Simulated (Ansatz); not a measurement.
# H5NO2Si: two geometries relaxed

Aim: relax the geometries before and after the inversion of the pyramid at N1, and see whether they are two minima and how far apart in energy. SMILES of the start: N[SiH](O)O.

Program: Ansatz 0.2.0. Level of theory: RKS PBE-D4/def2-SVP. These are calculated values, not measurements.

### Step 1. The structure to begin with

Bond lengths: N1–Si2 1.629 Å, Si2–O3 1.634 Å, Si2–O4 1.653 Å, N1–H5 1.055 Å, N1–H6 1.048 Å, Si2–H7 1.480 Å, O3–H8 0.957 Å, O4–H9 1.042 Å. Angles: N1–Si2–O3 102.0°, N1–Si2–O4 104.5°, N1–Si2–H7 112.6°, O3–Si2–O4 110.8°, O3–Si2–H7 113.8°, O4–Si2–H7 112.2°, Si2–N1–H5 108.8°, Si2–N1–H6 108.7°, H5–N1–H6 98.2°, Si2–O3–H8 114.6°, Si2–O4–H9 110.3°.

Structure file:

```xyz
9

N    -1.1541    0.1419   -0.0451
Si    0.4677    0.2768   -0.1130
O     0.8626   -0.8913   -1.1856
O     0.9805   -0.1227    1.4069
H    -1.5550    1.0480    0.3180
H    -1.5356    0.1904   -1.0197
H     0.9103    1.6311   -0.5150
H     0.9118   -1.7727   -0.8150
H     0.2003   -0.5478    1.9513
```

### Step 2. End point A

Input file input.yaml:

```yaml
crystal:
  periodic: [false, false, false]
  atoms:
    - { symbol: "N", position_ang: [-1.1541, 0.1419, -0.0451] }
    - { symbol: Si, position_ang: [0.4677, 0.2768, -0.113] }
    - { symbol: O, position_ang: [0.8626, -0.8913, -1.1856] }
    - { symbol: O, position_ang: [0.9805, -0.1227, 1.4069] }
    - { symbol: H, position_ang: [-1.555, 1.048, 0.318] }
    - { symbol: H, position_ang: [-1.5356, 0.1904, -1.0197] }
    - { symbol: H, position_ang: [0.9103, 1.6311, -0.515] }
    - { symbol: H, position_ang: [0.9118, -1.7727, -0.815] }
    - { symbol: H, position_ang: [0.2003, -0.5478, 1.9513] }
basis:
  gaussian: { orbitals: def2-SVP }
hamiltonian:
  xc: pbe
  dispersion: d4
relax:
  f_tol: 0.015
  max_steps: 40
output:
  orbitals: {}
```

Launch:

```bash
$ ansatz run input.yaml --threads 1 --pin off --max-ram 2048MiB --backend cpu --events-out ev --progress --plain --runs-dir out
```

The program printed, cut to the lines that bear on the results:

```text
Warning: RAYON_NUM_THREADS=1 ignored (pool sized by the plan → 1); use --threads N
[...]
Functional definition: PBE
[...]
944 factors; their error is unknown
[...]
mean field -13528.31565015 eV, -497.1564303215 hartree, gradient 5.1e-5 eV, S^2 0.000000; 0 other end points of the search recorded, 0 dependent functions left out
[...]
reference -13528.31568249 eV, -497.1564315099 hartree; 21, 21 occupied and 64, 64 virtual orbitals, 944 factors
relax step   1: F+E_penalty+E_count = -13528.47315453 eV  Δ(F+E_penalty+E_count) = +0.000e0 eV  max|allowed force component| = 5.253e0 eV/Å  Δτ_max = 0.0000 Å  (26 SCF iters, accepted)
[...]
relax step   4: F+E_penalty+E_count = -13529.15600947 eV  Δ(F+E_penalty+E_count) = -5.754e-2 eV  max|allowed force component| = 4.714e-1 eV/Å  Δτ_max = 0.1999 Å  (33 SCF iters, accepted)
[...]
relax step   7: F+E_penalty+E_count = -13529.18443337 eV  Δ(F+E_penalty+E_count) = -1.108e-2 eV  max|allowed force component| = 8.082e-2 eV/Å  Δτ_max = 0.1000 Å  (28 SCF iters, accepted)
[...]
relax step  10: F+E_penalty+E_count = -13529.20202935 eV  Δ(F+E_penalty+E_count) = +6.393e-5 eV  max|allowed force component| = 9.131e-2 eV/Å  Δτ_max = 0.0083 Å  (27 SCF iters, rejected (line search))
[...]
relax step  13: F+E_penalty+E_count = -13529.20306269 eV  Δ(F+E_penalty+E_count) = -6.456e-5 eV  max|allowed force component| = 2.000e-2 eV/Å  Δτ_max = 0.0136 Å  (28 SCF iters, accepted)
[...]
relax step  14: F+E_penalty+E_count = -13529.20307033 eV  Δ(F+E_penalty+E_count) = -7.644e-6 eV  max|allowed force component| = 7.692e-3 eV/Å  Δτ_max = 0.0010 Å  (22 SCF iters, accepted)
944 factors; their error is unknown
[...]
mean field -13529.04912839 eV, -497.1833851495 hartree, gradient 5.3e-6 eV, S^2 0.000000; 1 other end points of the search recorded, 0 dependent functions left out
[...]
reference -13529.04916153 eV, -497.1833863675 hartree; 21, 21 occupied and 64, 64 virtual orbitals, 944 factors
Total energy: -13529.20310348 eV, -497.1890436296 hartree
Atom 0 at    -1.225174     0.212571    -0.180107 Å, force    -0.002941     0.001597     0.001603 eV/Å
Atom 1 at     0.512623     0.287193    -0.081595 Å, force     0.002835     0.000637     0.002757 eV/Å
Atom 2 at     1.097787    -0.909829    -1.098473 Å, force     0.004356     0.007145    -0.000461 eV/Å
Atom 3 at     0.902261     0.144769     1.542508 Å, force     0.000140     0.000882    -0.004380 eV/Å
Atom 4 at    -1.776569     0.806173     0.445946 Å, force     0.000031    -0.000270    -0.000434 eV/Å
Atom 5 at    -1.662226     0.186583    -1.105584 Å, force    -0.001190    -0.000157    -0.002212 eV/Å
Atom 6 at     1.236410     1.516117    -0.518813 Å, force    -0.000143    -0.000909     0.000181 eV/Å
Atom 7 at     0.614918    -1.752618    -1.031626 Å, force    -0.003230    -0.007692    -0.000250 eV/Å
Atom 8 at     0.388471    -0.537259     2.010545 Å, force     0.000142    -0.001234     0.003196 eV/Å
Dipole moment:    -0.629460    -0.220322     0.041138 e Å
```

It took 35 s on 1 thread of AMD EPYC 7R43 (Zen 3), shared host; peak memory 0.14 GiB.

Relaxation path:

| step | energy from step 1 (eV) | largest force component (eV/Å) |
| --- | --- | --- |
| 1 | 0.0000 | 5.2534 |
| 2 | -0.5536 | 2.1231 |
| 3 | -0.6253 | 0.5302 |
| 4 | -0.6829 | 0.4714 |
| 5x | -0.6809 | 1.1572 |
| 6 | -0.7002 | 0.1032 |
| 7 | -0.7113 | 0.0808 |
| 8 | -0.7150 | 0.4947 |
| 9 | -0.7289 | 0.0574 |
| 10x | -0.7289 | 0.0913 |
| 11 | -0.7292 | 0.0251 |
| 12 | -0.7298 | 0.0073 |
| 13 | -0.7299 | 0.0200 |
| 14 | -0.7299 | 0.0077 |

Step 1 is the start. 2 steps were tried and not accepted (marked x).

After: Bond lengths: N1–Si2 1.742 Å, Si2–O3 1.676 Å, Si2–O4 1.676 Å, N1–H5 1.024 Å, N1–H6 1.024 Å, Si2–H7 1.492 Å, O3–H8 0.974 Å, O4–H9 0.974 Å. Angles: N1–Si2–O3 106.5°, N1–Si2–O4 106.4°, N1–Si2–H7 120.2°, O3–Si2–O4 116.5°, O3–Si2–H7 104.0°, O4–Si2–H7 104.0°, Si2–N1–H5 118.5°, Si2–N1–H6 118.6°, H5–N1–H6 109.7°, Si2–O3–H8 113.8°, Si2–O4–H9 113.7°.

### Step 3. End point B

The second end starts from a geometry with the move made by hand.

input.yaml, as its differences from that of step 2:

```diff
@@ -7,4 +7,4 @@
     - { symbol: O, position_ang: [0.9805, -0.1227, 1.4069] }
-    - { symbol: H, position_ang: [-1.555, 1.048, 0.318] }
-    - { symbol: H, position_ang: [-1.5356, 0.1904, -1.0197] }
+    - { symbol: H, position_ang: [-1.44316, 0.02836, 0.96343] }
+    - { symbol: H, position_ang: [-1.42578, -0.81088, -0.38589] }
     - { symbol: H, position_ang: [0.9103, 1.6311, -0.515] }
```

Launch:

```bash
$ ansatz run input.yaml --threads 1 --pin off --max-ram 2048MiB --backend cpu --events-out ev --progress --plain --runs-dir out
```

The program printed, cut to the lines that bear on the results:

```text
Warning: RAYON_NUM_THREADS=1 ignored (pool sized by the plan → 1); use --threads N
[...]
Functional definition: PBE
[...]
944 factors; their error is unknown
[...]
mean field -13528.00440367 eV, -497.1449922243 hartree, gradient 7.2e-5 eV, S^2 0.000000; 0 other end points of the search recorded, 0 dependent functions left out
[...]
reference -13528.00443459 eV, -497.1449933605 hartree; 21, 21 occupied and 64, 64 virtual orbitals, 944 factors
relax step   1: F+E_penalty+E_count = -13528.16310649 eV  Δ(F+E_penalty+E_count) = +0.000e0 eV  max|allowed force component| = 5.332e0 eV/Å  Δτ_max = 0.0000 Å  (25 SCF iters, accepted)
[...]
relax step   4: F+E_penalty+E_count = -13529.10365251 eV  Δ(F+E_penalty+E_count) = -5.218e-2 eV  max|allowed force component| = 3.637e-1 eV/Å  Δτ_max = 0.2000 Å  (33 SCF iters, accepted)
[...]
Total energy: -13529.20309182 eV, -497.1890432012 hartree
Atom 0 at    -1.232151    -0.280043     0.126031 Å, force     0.008189     0.000042     0.001253 eV/Å
Atom 1 at     0.449019     0.159000    -0.003529 Å, force     0.003064    -0.002621    -0.001439 eV/Å
Atom 2 at     1.138987    -0.910936    -1.093708 Å, force    -0.001089    -0.000117     0.000836 eV/Å
Atom 3 at     1.066108     0.138851     1.554843 Å, force    -0.003127     0.000744    -0.000204 eV/Å
Atom 4 at    -1.810921     0.203363     0.818506 Å, force    -0.005072     0.000145     0.001176 eV/Å
Atom 5 at    -1.768234    -0.421787    -0.734597 Å, force    -0.002496     0.000274    -0.001902 eV/Å
Atom 6 at     0.834557     1.501675    -0.526756 Å, force    -0.000003     0.000250     0.000440 eV/Å
Atom 7 at     0.866589    -1.836823    -0.964375 Å, force    -0.001273     0.001106     0.000035 eV/Å
Atom 8 at     0.766205    -0.620519     2.085625 Å, force     0.001805     0.000177    -0.000195 eV/Å
Dipole moment:    -0.557271    -0.346215     0.123240 e Å
```

It took 30 s on 1 thread of AMD EPYC 7R43 (Zen 3), shared host; peak memory 0.14 GiB.

The steps of the relaxation:

| step | energy from step 1 (eV) | largest force component (eV/Å) |
| --- | --- | --- |
| 1 | 0.0000 | 5.3320 |
| 2 | -0.6974 | 2.1638 |
| 3 | -0.8884 | 0.5840 |
| 4 | -0.9405 | 0.3637 |
| 5 | -0.9839 | 0.2065 |
| 6x | -0.9668 | 1.4884 |
| 7 | -0.9990 | 0.2909 |
| 8 | -1.0198 | 0.3962 |
| 9 | -1.0281 | 0.2635 |
| 10 | -1.0382 | 0.0327 |
| 11 | -1.0398 | 0.0158 |
| 12 | -1.0400 | 0.0082 |

Step 1 is the start. 1 step was tried and not accepted (marked x).

After: Bond lengths: N1–Si2 1.742 Å, Si2–O3 1.676 Å, Si2–O4 1.676 Å, N1–H5 1.024 Å, N1–H6 1.024 Å, Si2–H7 1.492 Å, O3–H8 0.974 Å, O4–H9 0.974 Å. Angles: N1–Si2–O3 106.5°, N1–Si2–O4 106.4°, N1–Si2–H7 120.1°, O3–Si2–O4 116.5°, O3–Si2–H7 103.9°, O4–Si2–H7 104.0°, Si2–N1–H5 118.5°, Si2–N1–H6 118.5°, H5–N1–H6 109.8°, Si2–O3–H8 113.9°, Si2–O4–H9 113.7°.

### Step 4. Outcome

| quantity | value |
| --- | --- |
| end A | 11 moves, 0.730 eV lower |
| end B | 10 moves, 1.040 eV lower |
| largest difference between the ends | 0.01 Å |
| end B relative to end A | +0.000 eV |

What this shows: Both starts fell into the same minimum (no atom differs by more than 0.01 Å), so from this start no second minimum was found and no band was run; another arrangement could still be one.
